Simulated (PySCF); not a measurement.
# H2O3Si2: relaxation and vibrations and intensities, part 2 of 2

Aim: for H2O3Si2, 2 runs in a chain (relaxation and vibrations and intensities).

PySCF 2.14.0; relaxation, pbe, def2-tzvp, and further levels as typed in the inputs. The steps go on from the part before.

**3. Vibrations and intensities: vibrations and intensities, pbe, def2-tzvp**

It takes the final geometry of step 2.

The input, run.py:

```python
from pyscf import gto, dft
from pyscf.hessian import thermo
import numpy as np
mol = gto.M(atom="mol.xyz", basis="def2-tzvp", charge=1, spin=1, verbose=4)
mf = dft.UKS(mol, xc="pbe").density_fit().run(conv_tol=1e-9)
for i in range(6):  # look for a lower solution of the same spin
    mo, _, ok, _ = mf.stability(return_status=True)
    if ok: break
    mf.kernel(mf.make_rdm1(mo, mf.mo_occ))
print(f"converged SCF energy = {mf.e_tot:.10f}, stable: {ok}")
mol.verbose = 0; x = mol.atom_coords(); n = x.size; h = np.zeros((n, n + 3))
def point(d):
    m = mol.set_geom_(x + d.reshape(-1, 3), unit="Bohr", inplace=False); s = dft.UKS(m, xc="pbe").density_fit()
    s.grids.level = 4
    s.run(mf.make_rdm1(), conv_tol=1e-10); g = s.nuc_grad_method(); g.grid_response = True
    return np.append(g.kernel(), s.dip_moment(unit="AU", verbose=0))
for k in range(n): d = np.zeros(n); d[k] = 0.01; h[k] = (point(d) - point(-d)) / 0.02
H = (h[:, :n] + h[:, :n].T) / 2
f = thermo.harmonic_analysis(mol, H.reshape(mol.natm, 3, mol.natm, 3).transpose(0, 2, 1, 3))
print("harmonic vibrations: frequency (1/cm), infrared intensity (km/mol)")
for w, q in zip(f["freq_wavenumber"], f["norm_mode"]): t = q.ravel() @ h[:, n:]; print(f"  {w.real - w.imag:9.2f} {974.88 * t @ t:9.2f}")
```

Command:

```sh
$ python run.py
```

Log:

```text
[INPUT] num. atoms = 7
[INPUT] num. electrons = 53
[INPUT] charge = 1
[INPUT] spin (= nelec alpha-beta = 2S) = 1
[INPUT] symmetry False subgroup None
[INPUT] Mole.unit = angstrom
[INPUT] Symbol           X                Y                Z      unit          X                Y                Z       unit  Magmom
[INPUT]  1 H      2.519287550000   1.796435790000  -1.116170370000 AA    4.760763498527   3.394771643467  -2.109256307654 Bohr   0.0
[INPUT]  2 O      1.615339770000   1.436131060000  -1.084163340000 AA    3.052549763418   2.713894382381  -2.048771786894 Bohr   0.0
[INPUT]  3 Si     1.124673390000   0.364811960000   0.024607490000 AA    2.125324686686   0.689394691366   0.046501416713 Bohr   0.0
[INPUT]  4 O     -0.222167600000   0.838189980000   0.926112600000 AA   -0.419835917752   1.583949502555   1.750099174509 Bohr   0.0
[INPUT]  5 Si    -1.477171760000  -0.056714630000   0.305882350000 AA   -2.791450065342  -0.107175117956   0.578033867838 Bohr   0.0
[INPUT]  6 O     -0.066442530000  -0.698535550000  -0.799454570000 AA   -0.125558184723  -1.320040877772  -1.510750186332 Bohr   0.0
[INPUT]  7 H      0.011828350000  -1.290004410000  -1.575313720000 AA    0.022352342005  -2.437755034381  -2.976911491070 Bohr   0.0

nuclear repulsion = 290.058016848232
number of shells = 67
number of NR pGTOs = 280
number of NR cGTOs = 179
basis = def2-tzvp
ecp = {}

******** <class 'pyscf.df.df_jk.DFUKS'> ********
method = DFUKS
initial guess = minao
damping factor = 0
level_shift factor = 0
DIIS = <class 'pyscf.scf.diis.CDIIS'>
diis_start_cycle = 1
diis_space = 8
diis_damp = 0
SCF conv_tol = 1e-09
SCF conv_tol_grad = None
SCF max_cycles = 50
direct_scf = False
number electrons alpha = 27  beta = 26
XC library pyscf.dft.libxc version 7.0.0
    S. Lehtola, C. Steigemann, M. J.T. Oliveira, and M. A.L. Marques.,  SoftwareX 7, 1–5 (2018)
XC functionals = pbe
    J. P. Perdew, K. Burke, and M. Ernzerhof.,  Phys. Rev. Lett. 77, 3865 (1996)
    J. P. Perdew, K. Burke, and M. Ernzerhof.,  Phys. Rev. Lett. 78, 1396 (1997)
    J. P. Perdew, K. Burke, and M. Ernzerhof.,  Phys. Rev. Lett. 77, 3865 (1996)
    J. P. Perdew, K. Burke, and M. Ernzerhof.,  Phys. Rev. Lett. 78, 1396 (1997)
radial grids:
    Treutler-Ahlrichs [JCP 102, 346 (1995); DOI:10.1063/1.469408] (M4) radial grids

becke partition: Becke, JCP 88, 2547 (1988); DOI:10.1063/1.454033
pruning grids: <function nwchem_prune at 0xe775924382c0>
grids dens level: 3
symmetrized grids: False
atomic radii adjust function: <function treutler_atomic_radii_adjust at 0xe77592438900>
small_rho_cutoff = 0
Set gradient conv threshold to 3.16228e-05
tot grids = 100224
init E= -806.116577071154
[... the frontier-level lines of each cycle are left out ...]


cycle= 1 E= -804.975189495826  delta_E= 1.14  |g|= 0.962  |ddm|= 1.68
cycle= 2 E= -802.007485832555  delta_E= 2.97  |g|= 2.63  |ddm|= 1.92
cycle= 3 E= -805.211584297707  delta_E= -3.2  |g|= 0.446  |ddm|= 1.63
cycle= 4 E= -805.27304359192  delta_E= -0.0615  |g|= 0.295  |ddm|= 0.489
cycle= 5 E= -805.301115679936  delta_E= -0.0281  |g|= 0.0755  |ddm|= 0.18
cycle= 6 E= -805.303636708307  delta_E= -0.00252  |g|= 0.0418  |ddm|= 0.0946
cycle= 7 E= -805.304195874844  delta_E= -0.000559  |g|= 0.017  |ddm|= 0.027
cycle= 8 E= -805.30431527186  delta_E= -0.000119  |g|= 0.00304  |ddm|= 0.0142
cycle= 9 E= -805.30431993952  delta_E= -4.67e-06  |g|= 0.000466  |ddm|= 0.00339
cycle= 10 E= -805.30432010999  delta_E= -1.7e-07  |g|= 0.000128  |ddm|= 0.000763
cycle= 11 E= -805.304320136626  delta_E= -2.66e-08  |g|= 7.07e-05  |ddm|= 0.000314
cycle= 12 E= -805.304320147877  delta_E= -1.13e-08  |g|= 2.58e-05  |ddm|= 0.000239
cycle= 13 E= -805.304320150451  delta_E= -2.57e-09  |g|= 1.4e-05  |ddm|= 0.000132
cycle= 14 E= -805.304320150934  delta_E= -4.83e-10  |g|= 6.38e-06  |ddm|= 6.49e-05
Extra cycle  E= -805.304320150909  delta_E= 2.5e-11  |g|= 1.25e-05  |ddm|= 1.23e-05
converged SCF energy = -805.304320150909  <S^2> = 0.752268  2S+1 = 2.0022667
uhf_internal: lowest eigs of H = [0.90799141 0.91272311 0.94751159]
<class 'pyscf.df.df_jk.DFUKS'> wavefunction is stable in the internal stability analysis
converged SCF energy = -805.3043201509, stable: True
harmonic vibrations: frequency (1/cm), infrared intensity (km/mol)
     121.54     20.72
     143.04     57.87
     261.24     90.27
     317.14     65.62
     356.79      5.17
     381.01     68.62
     477.59     14.46
     632.36     61.01
     719.69    228.86
     759.69     51.34
     837.99    124.52
     918.71     82.02
     970.06    187.80
    3631.37    233.78
    3724.02    310.38
```

Run time: 8.6 min. Hardware: 8 threads of Arm Neoverse V1, shared host.

Harmonic frequencies from the force constants, with isotope-averaged masses (PySCF's default) and rigid motions projected out (i: imaginary):

```csv
mode,cm⁻¹,IR (km/mol)
1,122,20.7
2,143,57.9
3,261,90.3
4,317,65.6
5,357,5.2
6,381,68.6
7,478,14.5
8,632,61.0
9,720,228.9
10,760,51.3
11,838,124.5
12,919,82.0
13,970,187.8
14,3631,233.8
15,3724,310.4
```

**4. Summary of results**

What follows sums up all 2 parts.

| quantity | value |
| --- | --- |
| harmonic frequencies (step 3) | 122 to 3724 cm⁻¹ |
| zero-point energy (step 3) | 0.884 eV |

**Reading.** In step 3 all modes are real: a minimum.
